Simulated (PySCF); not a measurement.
# WSe₂: relaxation and vibrations of the triplet

Aim: relax WSe₂ as a triplet from a PBE0 minimum start, check by its vibrations whether the end is a minimum, and collect its spectrum and constants.

The runs use PySCF 2.14.0; PBE0, basis W def2-SVP with ECP60, Se def2-SVP, scalar-relativistic core potentials, no spin–orbit coupling, density fitting.

## Step 1: Where the work starts

3 atoms, charge 0, spin multiplicity 3.

Bond lengths: W1–Se2 2.254 Å, W1–Se3 2.254 Å. Angles: Se2–W1–Se3 113.8°.

```xyz
3
charge 0 multiplicity 3
W     0.5720    0.0000    0.0000
Se   -0.6583    1.8888    0.0000
Se   -0.6583   -1.8888    0.0000
```

## Step 2: The SCF at the typed geometry

The steps below are one call of a driver around PySCF. For each, scf.py gives the equivalent set-up of the SCF; relaxations use the driver's own optimiser. After this first run the driver tries any further starts and a stability analysis.

The input, scf.py:

```python
from pyscf import gto, scf, dft
mol = gto.M(atom='''
W      0.572030     0.000000    -0.000000
Se    -0.658340     1.888850    -0.000000
Se    -0.658340    -1.888850    -0.000000''',
    basis={'W': 'def2-SVP', 'Se': 'def2-SVP'},
    ecp={'W': 'def2-SVP'},
    charge=0, spin=2)
mf = dft.UKS(mol, xc='PBE0')
mf.grids.atom_grid = (50, 194)
aux = {'W': 'def2-universal-JKFIT', 'Se': 'def2-universal-JKFIT'}
mf = mf.density_fit(auxbasis=aux)
mf.conv_tol = 1e-08
mf.diis_space = 10
mf.max_cycle = 60
mf.init_guess = 'minao'
mf.verbose = 4
mf.kernel()
```

Started as:

```
$ OMP_NUM_THREADS=4 python axn.py task.json out
```

The log of the run:

```text
init E= -4855.08057119193
[... the frontier-level lines of each cycle are left out ...]
cycle= 1 E= -4868.96690449478  delta_E= -13.9  |g|= 0.339  |ddm|= 5.15
cycle= 2 E= -4868.89874665883  delta_E= 0.0682  |g|= 0.504  |ddm|= 1.06
cycle= 3 E= -4868.95671175588  delta_E= -0.058  |g|= 0.395  |ddm|= 0.805
cycle= 4 E= -4869.04486425576  delta_E= -0.0882  |g|= 0.0468  |ddm|= 0.423
cycle= 5 E= -4869.0464860325  delta_E= -0.00162  |g|= 0.0144  |ddm|= 0.0906
cycle= 6 E= -4869.04697711791  delta_E= -0.000491  |g|= 0.00593  |ddm|= 0.057
cycle= 7 E= -4869.04722410983  delta_E= -0.000247  |g|= 0.00382  |ddm|= 0.0505
cycle= 8 E= -4869.04730553748  delta_E= -8.14e-05  |g|= 0.00182  |ddm|= 0.0311
cycle= 9 E= -4869.04732330659  delta_E= -1.78e-05  |g|= 0.000854  |ddm|= 0.0148
cycle= 10 E= -4869.04732667717  delta_E= -3.37e-06  |g|= 0.000325  |ddm|= 0.00631
cycle= 11 E= -4869.04732762068  delta_E= -9.44e-07  |g|= 6.93e-05  |ddm|= 0.00486
cycle= 12 E= -4869.04732766028  delta_E= -3.96e-08  |g|= 4.36e-05  |ddm|= 0.00101
cycle= 13 E= -4869.04732766257  delta_E= -2.29e-09  |g|= 1.3e-05  |ddm|= 0.000167
Extra cycle  E= -4869.04732766196  delta_E= 6.16e-10  |g|= 3.86e-05  |ddm|= 6.07e-05
converged SCF energy = -4869.04732766196  <S^2> = 2.080892  2S+1 = 3.0534518
```

This step, with its further starts and checks, needed 14 s of wall time on 4 threads of Arm Neoverse V1, shared host.

The starts that the driver tried:

```
                      start   energy (Eh)
    the minimal-basis guess  -4869.047328
a thermally smeared density  -4869.047328
      a smeared PBE density  -4869.047328
```

The test of internal stability and the other starts found no lower solution of this spin.

## Step 3: Relaxation: PBE0 minimum start, triplet

The program finds C2v symmetry in the start, which this walk keeps. Threshold on the gradient: 0.0003 Eh/bohr, with a further test on the energy change.

Edit scf.py of step 2 so:

```diff
@@ -3,3 +3,3 @@
-W      0.572030     0.000000    -0.000000
-Se    -0.658340     1.888850    -0.000000
-Se    -0.658340    -1.888850    -0.000000''',
+W      0.572027     0.000000     0.000000
+Se    -0.658343     1.888850     0.000000
+Se    -0.658343    -1.888850     0.000000''',
@@ -16 +15,0 @@
-mf.init_guess = 'minao'
```

The optimiser's trace:

```
step   energy (Eh)  change (kJ/mol)  largest symmetric gradient (Eh/bohr)
   0  -4869.047328             0.00                               0.00001
```

The walk took 2.7 s.

Positions (Å) and forces (eV/Å) along the way:

```
step 0
W    0.572   0.000   0.000   0.000   0.000   0.000
Se  -0.658   1.889   0.000   0.000   0.000   0.000
Se  -0.658  -1.889   0.000   0.000   0.000   0.000
```

End point (C2v, 0 steps, 0.0 kJ/mol gained): W–Se 2.254 Å (×2); Se–W–Se 113.8°.

## Step 4: Hessian and properties

The point is checked on the finer grid, and tightened if its gradient asks for it. The Hessian and the dipole derivatives come from central differences of analytic gradients, with steps of 0.02 bohr.

Edit scf.py of step 3 so:

```diff
@@ -3,3 +3,3 @@
-W      0.572027     0.000000     0.000000
-Se    -0.658343     1.888850     0.000000
-Se    -0.658343    -1.888850     0.000000''',
+W      0.572981     0.000000     0.000000
+Se    -0.658820     1.887710     0.000000
+Se    -0.658820    -1.887710     0.000000''',
@@ -10 +10 @@
-mf.grids.atom_grid = (50, 194)
+mf.grids.atom_grid = (75, 302)
@@ -13 +13 @@
-mf.conv_tol = 1e-08
+mf.conv_tol = 1e-10
```

This SCF starts from the last density.

Log of the central SCF (cycles and frontier levels):

```text
init E= -4869.0474577779
[... the frontier-level lines of each cycle are left out ...]
cycle= 1 E= -4869.04745777788  delta_E= 2.46e-11  |g|= 6.31e-06  |ddm|= 8.71e-06
Extra cycle  E= -4869.04745777755  delta_E= 3.26e-10  |g|= 2.43e-05  |ddm|= 3.09e-05
converged SCF energy = -4869.04745777755  <S^2> = 2.080704  2S+1 = 3.0533287
```

The whole step took 43 s.

Geometry: C2v; W–Se 2.254 Å (×2); Se–W–Se 113.7°.

Modes, for the most abundant isotopes:

```
symmetry  ω (cm⁻¹)  IR (km/mol)   μ (u)
      a1       102          0.0   91.69
      a1       343          2.4   92.34
      b2       360         36.4  101.69
```

Every mode is real; the point is a minimum.

Constants and moments:

* Dipole moment: 3.20 D
* Highest occupied level: -6.17 eV
* Lowest empty level: -3.86 eV
* Rotational constants: 0.1299, 0.0296, 0.02411 cm⁻¹
* Zero-point energy: 4.8 kJ/mol
* Principal polarisabilities: 70.8, 75.8, 139.4 bohr³
* Atomisation energy without zero-point energy: 855 kJ/mol
* Principal traceless quadrupole moments about the centre of mass: -4.84, -1.86, 6.70 D Å
* Entropy at 298.15 K and 1 bar (electronic part: spin only): 331.4 J/(mol K)
* Heat capacity Cp at 298.15 K: 54.6 J/(mol K)
* Enthalpy at 298.15 K above 0 K: 13.72 kJ/mol
* Rotational symmetry number: 2
* Spin squared ⟨S²⟩: 2.081

Populations by atom (charges in e):

```tsv
atom	Mulliken	Löwdin	polar tensor	spin (Mulliken)	Mayer order to W1
W1	0.40	-0.39	0.86	2.46	–
Se2,3	-0.20	0.20	-0.43	-0.23	2.20
```

Mulliken populations on W1 (outside its core potential): s 2.76, p 6.29, d 4.51, f 0.04.

## Step 5: What came out

| quantity | value |
| --- | --- |
| minimum | triplet, C2v |
| geometry | W–Se 2.254 Å (×2); Se–W–Se 113.7° |
| wavenumbers (cm⁻¹) | 102 (a1), 343 (a1), 360 (b2) |
| dipole moment | 3.20 D |
| highest occupied, lowest empty level (either spin) | -6.17, -3.86 eV |
| polar-tensor charge of W1 | +0.86 e |
| zero-point energy | 4.8 kJ/mol |
| entropy at 298.15 K | 331.4 J/(mol K) |
| atomisation energy (no zero-point energy) | 855 kJ/mol |
| ⟨S²⟩ | 2.081 |

In words: The molecule stays C2v, as typed, and the end point is a minimum. In the infrared the band at 360 cm⁻¹ (b2, stretch) leads. Most of the spin sits on W1 (Mulliken spin 2.46, against 2 for the whole molecule). Only this shape and spin were tried, so other structures or states may lie lower. One determinant may miss the lowest occupation of an open d or f shell. With an element this heavy the missing spin–orbit coupling can shift these numbers.

The search up to here took 60 s.
